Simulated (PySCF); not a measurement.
# [Bi(SH)4]+: forces at shaken geometries

How stiff is [Bi(SH)4]+? Its atoms are displaced at random by several amounts. It is a constructed species; whether it can be made isn't addressed.

The runs use PySCF 2.14.0; B3LYP, Bi def2-SVP with ECP60, S def2-SVP, H def2-SVP; scalar-relativistic core potentials, no spin–orbit coupling.

2 further runs of the same task are left out: 2 for a known fault of the program.

## (1) Starting geometry

9 atoms, charge 1, spin multiplicity 1.

Bond lengths: Bi1–S2 2.524 Å, Bi1–S4 2.524 Å, Bi1–S6 2.522 Å, Bi1–S8 2.523 Å, S2–H3 1.359 Å, S4–H5 1.360 Å, S6–H7 1.359 Å, S8–H9 1.360 Å. Angles: S2–Bi1–S4 106.2°, S2–Bi1–S6 116.0°, S2–Bi1–S8 106.1°, S4–Bi1–S6 106.5°, S4–Bi1–S8 116.4°, S6–Bi1–S8 106.1°, Bi1–S2–H3 93.0°, Bi1–S4–H5 92.8°, Bi1–S6–H7 93.0°, Bi1–S8–H9 93.2°.

Coordinates:

```xyz
9
BiH4S4
Bi    0.15066    0.35880   -0.00922
S     0.03059   -1.33551    1.85773
H    -0.50559   -0.44300    2.73064
S     0.29061   -0.96451   -2.15373
H    -0.53996   -1.93584   -1.68746
S     2.15111    1.89515    0.01715
H     2.98089    0.94199   -0.48366
S    -1.87218    1.84214    0.26370
H    -1.36045    2.81615   -0.53515
```

Formal oxidation states: Bi +5. An earlier session relaxed this geometry at B3LYP, Bi def2-SVP with ECP60, S def2-SVP, H def2-SVP (singlet, point group C1).

Its energy there is -1809.196122 Eh.

## (2) Atoms moved at random, σ = 0.1 Å

File run.py (the lines that set the calculation):

```python
mol = gto.M(atom='''
Bi     0.12650     0.35858    -0.23372
S      0.14781    -1.35947     1.88147
H     -0.54515    -0.58379     2.88039
S      0.29173    -1.02777    -2.19435
H     -0.60784    -1.93775    -1.65112
S      2.03796     1.88924     0.19274
H      3.11920     1.04332    -0.49553
S     -1.79458     1.98392     0.20239
H     -1.44997     2.80910    -0.58226''',
    basis={'Bi': 'def2-SVP', 'S': 'def2-SVP', 'H': 'def2-SVP'},
    ecp={'Bi': 'def2-SVP'},
    charge=1, spin=0)
mf = dft.RKS(mol, xc='B3LYP')
mf.grids.atom_grid = (50, 194)
mf = mf.density_fit()  # fitting sets: Bi def2-universal-JKFIT, S def2-universal-JKFIT, H def2-universal-JKFIT
mf.conv_tol = 1e-08; mf.max_cycle = 55
mf.kernel(dm0)  # dm0: the density of the relaxed state
```

Command:

```bash
$ OMP_NUM_THREADS=2 python run.py
```

What it wrote:

```text
init E= -1809.05863536241
  HOMO = -0.459845845802721  LUMO = -0.378373516562696  gap/eV = 2.21698
cycle= 1 E= -1809.125731747  delta_E= -0.0671  |g|= 0.227  |ddm|= 0.714
  HOMO = -0.366510661645032  LUMO = -0.338554885739647  gap/eV = 0.76072
cycle= 2 E= -1809.06484753809  delta_E= 0.0609  |g|= 0.439  |ddm|= 1.22
  HOMO = -0.426401538572416  LUMO = -0.341152196734242  gap/eV = 2.31975
cycle= 3 E= -1809.14728987134  delta_E= -0.0824  |g|= 0.066  |ddm|= 0.89
  HOMO = -0.421470514858709  LUMO = -0.34357369937878  gap/eV = 2.11968
cycle= 4 E= -1809.14869916317  delta_E= -0.00141  |g|= 0.0274  |ddm|= 0.152
  HOMO = -0.424612118784664  LUMO = -0.343390736038749  gap/eV = 2.21015
cycle= 5 E= -1809.14896076322  delta_E= -0.000262  |g|= 0.0104  |ddm|= 0.0583
  HOMO = -0.424500782194385  LUMO = -0.343165497054308  gap/eV = 2.21325
cycle= 6 E= -1809.14900074193  delta_E= -4e-05  |g|= 0.0022  |ddm|= 0.0188
  HOMO = -0.424602127104255  LUMO = -0.343142485275301  gap/eV = 2.21663
cycle= 7 E= -1809.14900242467  delta_E= -1.68e-06  |g|= 0.000872  |ddm|= 0.00463
  HOMO = -0.424571884388054  LUMO = -0.343096131018221  gap/eV = 2.21707
cycle= 8 E= -1809.1490027336  delta_E= -3.09e-07  |g|= 0.000227  |ddm|= 0.00197
  HOMO = -0.42460183441621  LUMO = -0.343113969959056  gap/eV = 2.21740
cycle= 9 E= -1809.14900275902  delta_E= -2.54e-08  |g|= 8.57e-05  |ddm|= 0.000714
  HOMO = -0.424602891643368  LUMO = -0.343114977429195  gap/eV = 2.21740
cycle= 10 E= -1809.14900276198  delta_E= -2.96e-09  |g|= 4.07e-05  |ddm|= 0.000227
  HOMO = -0.424602037281124  LUMO = -0.343114456140185  gap/eV = 2.21739
Extra cycle  E= -1809.14900276045  delta_E= 1.53e-09  |g|= 7.65e-05  |ddm|= 0.00022
converged SCF energy = -1809.14900276045
```

It took 4.2 s on 2 threads of Intel Xeon 6975P-C (Granite Rapids), shared host.

It gives: E = -1809.149003 Eh (+1.282 eV from the relaxed state), HOMO -11.55 eV, LUMO -9.34 eV, Mulliken charge on Bi1 +0.70 e, largest force component 4.856 eV/Å. 

```tsv
atom	Fx	Fy	Fz (eV/Å)
Bi1	-0.337	0.234	2.841
S2	-0.857	1.303	0.164
H3	0.782	-0.687	-1.363
S4	-0.373	-1.226	-0.982
H5	0.452	0.413	-0.328
S6	2.351	-1.304	-1.505
H7	-2.023	1.529	1.279
S8	-2.075	-4.856	4.384
H9	2.080	4.594	-4.491
```

## (3) Atoms moved at random, σ = 0.15 Å

File run.py (the lines that set the calculation):

```python
mol = gto.M(atom='''
Bi     0.11395     0.31660    -0.11984
S      0.09854    -1.21521     1.92421
H     -0.38195    -0.37361     2.75869
S      0.28051    -0.68528    -1.98040
H     -0.46974    -2.01671    -1.55886
S      2.12736     2.01197     0.08412
H      2.86604     0.81371    -0.49094
S     -1.81773     1.82184     0.17476
H     -1.49131     2.50206    -0.79175''',
    basis={'Bi': 'def2-SVP', 'S': 'def2-SVP', 'H': 'def2-SVP'},
    ecp={'Bi': 'def2-SVP'},
    charge=1, spin=0)
mf = dft.RKS(mol, xc='B3LYP')
mf.grids.atom_grid = (50, 194)
mf = mf.density_fit()  # fitting sets: Bi def2-universal-JKFIT, S def2-universal-JKFIT, H def2-universal-JKFIT
mf.conv_tol = 1e-08; mf.max_cycle = 55
mf.kernel(dm0)  # dm0: the density of the relaxed state
```

Command:

```bash
$ OMP_NUM_THREADS=2 python run.py
```

What it wrote:

```text
init E= -1809.15875403708
  HOMO = -0.452088729068538  LUMO = -0.343906848784499  gap/eV = 2.94378
cycle= 1 E= -1809.08001014808  delta_E= 0.0787  |g|= 0.188  |ddm|= 0.862
  HOMO = -0.387372442419654  LUMO = -0.320741150939817  gap/eV = 1.81313
cycle= 2 E= -1809.05688060938  delta_E= 0.0231  |g|= 0.302  |ddm|= 0.856
  HOMO = -0.432267888472473  LUMO = -0.320328582639924  gap/eV = 3.04602
cycle= 3 E= -1809.09269969456  delta_E= -0.0358  |g|= 0.0711  |ddm|= 0.637
  HOMO = -0.427861482351358  LUMO = -0.321372157696509  gap/eV = 2.89772
cycle= 4 E= -1809.09458569527  delta_E= -0.00189  |g|= 0.0112  |ddm|= 0.124
  HOMO = -0.429190600168409  LUMO = -0.321876297976168  gap/eV = 2.92017
cycle= 5 E= -1809.09462424847  delta_E= -3.86e-05  |g|= 0.00526  |ddm|= 0.0234
  HOMO = -0.42926871323179  LUMO = -0.32172656378431  gap/eV = 2.92637
cycle= 6 E= -1809.09463351401  delta_E= -9.27e-06  |g|= 0.00192  |ddm|= 0.0115
  HOMO = -0.429208806382597  LUMO = -0.321640548091167  gap/eV = 2.92708
cycle= 7 E= -1809.09463502039  delta_E= -1.51e-06  |g|= 0.000318  |ddm|= 0.00398
  HOMO = -0.429208032635166  LUMO = -0.321639709552954  gap/eV = 2.92708
cycle= 8 E= -1809.09463505827  delta_E= -3.79e-08  |g|= 0.000153  |ddm|= 0.00086
  HOMO = -0.429220350490075  LUMO = -0.321646957089484  gap/eV = 2.92722
cycle= 9 E= -1809.09463506649  delta_E= -8.22e-09  |g|= 5.36e-05  |ddm|= 0.000363
  HOMO = -0.429213992336652  LUMO = -0.321642246254456  gap/eV = 2.92718
Extra cycle  E= -1809.09463506513  delta_E= 1.36e-09  |g|= 8.62e-05  |ddm|= 0.000235
converged SCF energy = -1809.09463506513
```

Run time: 4.3 s. Hardware: 2 threads of Intel Xeon 6975P-C (Granite Rapids), shared host.

It gives: E = -1809.094635 Eh (+2.762 eV from the relaxed state), HOMO -11.68 eV, LUMO -8.75 eV, Mulliken charge on Bi1 +0.66 e, largest force component 8.967 eV/Å. 

```tsv
atom	Fx	Fy	Fz (eV/Å)
Bi1	0.336	5.034	8.967
S2	0.947	-1.856	-1.917
H3	-0.940	1.823	1.431
S4	-0.690	-7.219	-7.356
H5	1.457	2.644	-0.866
S6	0.521	-3.179	-1.365
H7	-0.882	2.379	1.044
S8	-1.993	-2.285	3.801
H9	1.243	2.659	-3.740
```

## (4) Atoms moved at random, σ = 0.06 Å

File run.py (the lines that set the calculation):

```python
mol = gto.M(atom='''
Bi     0.16564     0.47745    -0.07756
S     -0.02970    -1.32983     1.86638
H     -0.47288    -0.42585     2.78099
S      0.29061    -0.99807    -2.19896
H     -0.46694    -1.88629    -1.72796
S      2.05763     1.92542    -0.01671
H      2.97094     0.84449    -0.43262
S     -1.84018     1.80187     0.32727
H     -1.34945     2.76618    -0.52083''',
    basis={'Bi': 'def2-SVP', 'S': 'def2-SVP', 'H': 'def2-SVP'},
    ecp={'Bi': 'def2-SVP'},
    charge=1, spin=0)
mf = dft.RKS(mol, xc='B3LYP')
mf.grids.atom_grid = (50, 194)
mf = mf.density_fit()  # fitting sets: Bi def2-universal-JKFIT, S def2-universal-JKFIT, H def2-universal-JKFIT
mf.conv_tol = 1e-08; mf.max_cycle = 55
mf.kernel(dm0)  # dm0: the density of the relaxed state
```

Command:

```bash
$ OMP_NUM_THREADS=2 python run.py
```

What it wrote:

```text
init E= -1809.17938314159
  HOMO = -0.443594091370378  LUMO = -0.34626705168823  gap/eV = 2.64840
cycle= 1 E= -1809.16958691005  delta_E= 0.0098  |g|= 0.106  |ddm|=  0.4
  HOMO = -0.403817460955263  LUMO = -0.339059028477202  gap/eV = 1.76217
cycle= 2 E= -1809.16165544143  delta_E= 0.00793  |g|= 0.175  |ddm|= 0.487
  HOMO = -0.434036734488934  LUMO = -0.339179572547906  gap/eV = 2.58119
cycle= 3 E= -1809.1740344082  delta_E= -0.0124  |g|= 0.0303  |ddm|= 0.345
  HOMO = -0.430619550003757  LUMO = -0.339703832792488  gap/eV = 2.47394
cycle= 4 E= -1809.17437721555  delta_E= -0.000343  |g|= 0.00644  |ddm|= 0.0595
  HOMO = -0.431489069818591  LUMO = -0.339659089488748  gap/eV = 2.49882
cycle= 5 E= -1809.17439201029  delta_E= -1.48e-05  |g|= 0.00294  |ddm|= 0.0137
  HOMO = -0.431685888296159  LUMO = -0.339692991635779  gap/eV = 2.50325
cycle= 6 E= -1809.17439527975  delta_E= -3.27e-06  |g|= 0.000618  |ddm|= 0.00575
  HOMO = -0.43165135948222  LUMO = -0.339659800030176  gap/eV = 2.50322
cycle= 7 E= -1809.17439544032  delta_E= -1.61e-07  |g|= 0.000201  |ddm|= 0.00149
  HOMO = -0.431650002593201  LUMO = -0.339660617217909  gap/eV = 2.50316
cycle= 8 E= -1809.17439545456  delta_E= -1.42e-08  |g|= 0.000117  |ddm|= 0.000587
  HOMO = -0.431652551576569  LUMO = -0.339663462776159  gap/eV = 2.50315
cycle= 9 E= -1809.17439546054  delta_E= -5.98e-09  |g|= 2.85e-05  |ddm|= 0.000278
  HOMO = -0.431656447452496  LUMO = -0.339663023511363  gap/eV = 2.50327
Extra cycle  E= -1809.1743954601  delta_E= 4.31e-10  |g|= 4.91e-05  |ddm|= 0.000148
converged SCF energy = -1809.1743954601
```

It took 4.3 s on 2 threads of Intel Xeon 6975P-C (Granite Rapids), shared host.

Read off: E = -1809.174395 Eh (+0.591 eV from the relaxed state), HOMO -11.75 eV, LUMO -9.24 eV, Mulliken charge on Bi1 +0.68 e, largest force component 2.977 eV/Å. 

```tsv
atom	Fx	Fy	Fz (eV/Å)
Bi1	-0.861	-2.977	0.489
S2	0.169	0.623	-0.697
H3	0.015	0.023	-0.057
S4	2.019	2.691	-0.967
H5	-2.004	-2.269	1.318
S6	2.743	-0.514	-0.606
H7	-1.280	1.620	0.590
S8	-0.442	0.896	-0.335
H9	-0.359	-0.092	0.266
```

## (5) Results

| σ (Å) | energy rise (eV) | harmonic estimate −½ F·u (eV) | largest force component (eV/Å) |
| --- | --- | --- | --- |
| 0.1 | 1.282 | 1.305 | 4.86 |
| 0.15 | 2.762 | 3.042 | 8.97 |
| 0.06 | 0.591 | 0.603 | 2.98 |

Every displacement raises the energy. For a harmonic well the rise equals −½ F·u; the two differ by at most 10 % here (a move with σ = 0.15 Å), from anharmonicity, the grid and the small forces left at the relaxed point. These are double-zeta-type bases without diffuse functions. Spin–orbit coupling is left out.
